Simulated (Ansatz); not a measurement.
The system is Ba2Tl5V3O12.

```
CELL_PARAMETERS angstrom
6.48991 -6.67692 -0.04765
6.48991 6.67692 -0.04765
-1.96739 0.00000 5.75220
ATOMIC_POSITIONS crystal
Ba 0.47917 0.52083 0.00000
Ba 0.79264 0.20736 0.00000
V 0.65694 0.94605 0.25735
V 0.05395 0.34306 0.74265
V 0.57442 0.42558 0.50000
Tl 0.49835 0.85629 0.63726
Tl 0.14371 0.50165 0.36274
Tl 0.01508 0.98492 0.50000
Tl 0.30964 0.12677 0.21892
Tl 0.87323 0.69036 0.78108
O 0.00390 0.26325 0.44275
O 0.59719 0.60676 0.67706
O 0.91333 0.42820 0.84635
O 0.52536 0.79943 0.20594
O 0.68766 0.41628 0.31356
O 0.09251 0.20316 0.88601
O 0.58372 0.31234 0.68644
O 0.79684 0.90749 0.11399
O 0.57180 0.08667 0.15365
O 0.20057 0.47464 0.79406
O 0.73675 0.99610 0.55725
O 0.39324 0.40281 0.32294
```

The cell was built by a generator and needn't be a form met in nature.

| Item | Value |
| --- | --- |
| Program | Ansatz 0.2.0 |
| Task | relaxation of cell and atoms |
| Functional | r2SCAN |
| Dispersion | rVV10 |
| Potentials or basis | Ansatz PAW |
| Cutoff | 500 eV (not typed: the program's choice for these potentials) |
| k mesh | 2 × 2 × 4 |
| Occupations | fermi-dirac, width 0.05 eV |
| Spin | collinear spin, ferromagnetic start |
| Starting moments | [0.0, 0.0, 2.0, 2.0, 2.0, 0.0, 0.0, 0.0, 0.0, 0.0, 0.0, 0.0, 0.0, 0.0, 0.0, 0.0, 0.0, 0.0, 0.0, 0.0, 0.0, 0.0] μB |

At the start: volume 22.60 Å³/atom.

Q: How do energy, volume and symmetry change on relaxing?

A: It ends after 12 steps and the volume is 19.89 Å³/atom (-12.0 %); space group C2 (No. 5, to 0.05 Å); moment 0.00 μB per cell.

The path:
| step | energy change (eV) | largest force (eV/Å) | volume (Å³) |
| --- | --- | --- | --- |
| 1 | 0.0000 | 0.4195 | 497.26 |
| 2 | -0.2853 | 0.2346 | 470.24 |
| 3 | -0.3793 | 0.1574 | 449.94 |
| 4 | -0.4038 | 0.1268 | 443.56 |
| 5 | -0.4132 | 0.1908 | 438.26 |
| 6 | -0.4222 | 0.0716 | 439.90 |
| 7 | -0.4250 | 0.1251 | 439.21 |
| 8 | -0.4255 | 0.0488 | 438.83 |
| 9 | -0.4268 | 0.0309 | 438.18 |
| 10 | -0.4271 | 0.0323 | 437.36 |
| 11 | -0.4272 | 0.0079 | 437.55 |
| 12 | -0.4088 | 0.0081 | 437.55 |

Final structure:
```cif
data_structure
_symmetry_space_group_name_H-M 'P 1'
_symmetry_Int_Tables_number 1
_cell_length_a 8.7369
_cell_length_b 8.7369
_cell_length_c 6.0810
_cell_angle_alpha 103.237
_cell_angle_beta 103.237
_cell_angle_gamma 92.541
_cell_volume 437.55
loop_
_atom_site_label
_atom_site_type_symbol
_atom_site_fract_x
_atom_site_fract_y
_atom_site_fract_z
_atom_site_occupancy
Ba1 Ba 0.48438 0.51562 0.00000 1
Ba2 Ba 0.80093 0.19907 0.00000 1
V1 V 0.65089 0.94512 0.28145 1
V2 V 0.05488 0.34911 0.71855 1
V3 V 0.58049 0.41951 0.50000 1
Tl1 Tl 0.47705 0.85562 0.65499 1
Tl2 Tl 0.14438 0.52295 0.34501 1
Tl3 Tl 0.03211 0.96789 0.50000 1
Tl4 Tl 0.28897 0.11014 0.20694 1
Tl5 Tl 0.88986 0.71103 0.79306 1
O1 O 0.01271 0.25448 0.42502 1
O2 O 0.60159 0.61032 0.67959 1
O3 O 0.89905 0.42667 0.81106 1
O4 O 0.49734 0.80309 0.23635 1
O5 O 0.70422 0.42218 0.32165 1
O6 O 0.10938 0.21148 0.87534 1
O7 O 0.57782 0.29578 0.67835 1
O8 O 0.78852 0.89062 0.12466 1
O9 O 0.57333 0.10095 0.18894 1
O10 O 0.19691 0.50266 0.76365 1
O11 O 0.74552 0.98729 0.57498 1
O12 O 0.38968 0.39841 0.32041 1
```

Caveat: the magnetic or orbital state may not be the lowest; the plane-wave basis is chosen anew once the cell has moved, so the energies of steps on either side of that aren't comparable; the PAW data sets come from PBE, with cores solved anew for the run's functional, which leaves a small shift of forces and pressure; the starting moments weren't kept.
